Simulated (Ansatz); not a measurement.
# C2F4O: the cost of one run

Method: RKS PBE/STO-3G, in Ansatz 0.2.0.

## Step 1: The system as given

Bond lengths: O1–C2 1.171 Å, C2–F3 1.336 Å, C2–C4 1.556 Å, C4–F5 1.334 Å, C4–F6 1.335 Å, C4–F7 1.329 Å. Angles: O1–C2–F3 123.2°, O1–C2–C4 127.5°, F3–C2–C4 109.3°, C2–C4–F5 111.0°, C2–C4–F6 110.8°, C2–C4–F7 110.7°, F5–C4–F6 107.9°, F5–C4–F7 108.2°, F6–C4–F7 108.2°.

As a file:

```xyz
7

O     1.0636   -1.4061    0.7309
C     0.0980   -0.8103    0.4427
F    -1.1357   -1.2327    0.7318
C     0.0138    0.5512   -0.3062
F    -0.7100    0.4390   -1.4209
F    -0.5568    1.4808    0.4627
F     1.2270    0.9780   -0.6409
```

## Step 2: Relaxing the start

input.yaml

```yaml
crystal:
  periodic: [false, false, false]
  atoms:
    - { symbol: O, position_ang: [1.06356, -1.40605, 0.73088] }
    - { symbol: C, position_ang: [0.09799, -0.81027, 0.44268] }
    - { symbol: F, position_ang: [-1.13565, -1.23265, 0.73176] }
    - { symbol: C, position_ang: [0.01385, 0.55119, -0.30621] }
    - { symbol: F, position_ang: [-0.71002, 0.43904, -1.42094] }
    - { symbol: F, position_ang: [-0.55676, 1.48075, 0.4627] }
    - { symbol: F, position_ang: [1.22703, 0.97799, -0.64087] }
basis:
  gaussian: { orbitals: STO-3G }
hamiltonian:
  xc: pbe
relax:
  f_tol: 0.02
  max_steps: 40
scf:
  lower_state_search: "off"
output:
  orbitals: {}
```

On the command line:

```bash
$ ansatz run input.yaml --threads 1 --pin off --max-ram 2048MiB --backend cpu --events-out ev --progress --plain --runs-dir out
```

**Question.** How long does this run take on 1 thread of Arm Neoverse V2, shared host, and how much memory does it need?

About 7.7 s, with a peak of 0.097 GiB.
